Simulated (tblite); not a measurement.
# C6H7FN2Si: the cost of one run

The runs use tblite 0.8.0 and PySCF 2.14.0, with density-fitted response routines of our own; the level of theory stands in each step. All values are computed, except where a source is named. Atoms count from 0, in the outputs and in this text.

## (1) Starting geometry

17 atoms, charge 0, multiplicity 1; geometry from: force field or distance geometry start.

Bonds of the start (Å): C0–Si1 1.84, Si1–C2 1.86, C2–C3 1.43, C3–N4 1.15, C2–C5 1.34, C5–C6 1.42, C6–N7 1.16, C5–C8 1.51, C8–F9 1.36, C0–H10 1.10, C0–H11 1.09, C0–H12 1.08, Si1–H13 1.48, Si1–H14 1.49, C8–H15 1.09, C8–H16 1.10.

## (2) Geometry optimisation with GFN2-xTB

Job settings and geometry (Å):

```
{"job": {"kind": "relax", "xc": "GFN2-xTB", "basis": "xTB"}, "charge": 0, "multiplicity": 1}
C     -2.566400    -0.071200    -0.558200
Si    -1.470000     0.367800     0.847600
C      0.310600     0.523100     0.321600
C      0.661600     1.906200     0.194500
N      0.996600     3.002100     0.111500
C      1.168600    -0.471500     0.038300
C      0.789400    -1.840900     0.143400
N      0.465500    -2.945700     0.255500
C      2.603900    -0.254200    -0.395000
F      2.718900    -0.536600    -1.716600
H     -3.615900    -0.168600    -0.226600
H     -2.549600     0.699900    -1.331400
H     -2.287500    -1.015500    -1.008100
H     -1.920500     1.623200     1.485700
H     -1.543400    -0.676400     1.904700
H      3.279500    -0.905800     0.166700
H      2.951700     0.776300    -0.243500
```

On the command line:

```
> OMP_NUM_THREADS=1 python probes_run.py task.json out
```

This one command runs all jobs of the session in turn.

**Question.** How long does this first job take on 1 thread of Arm Neoverse N1, shared host, and how much memory does it need?

About 1.6 s, with a peak of 0.18 GiB.
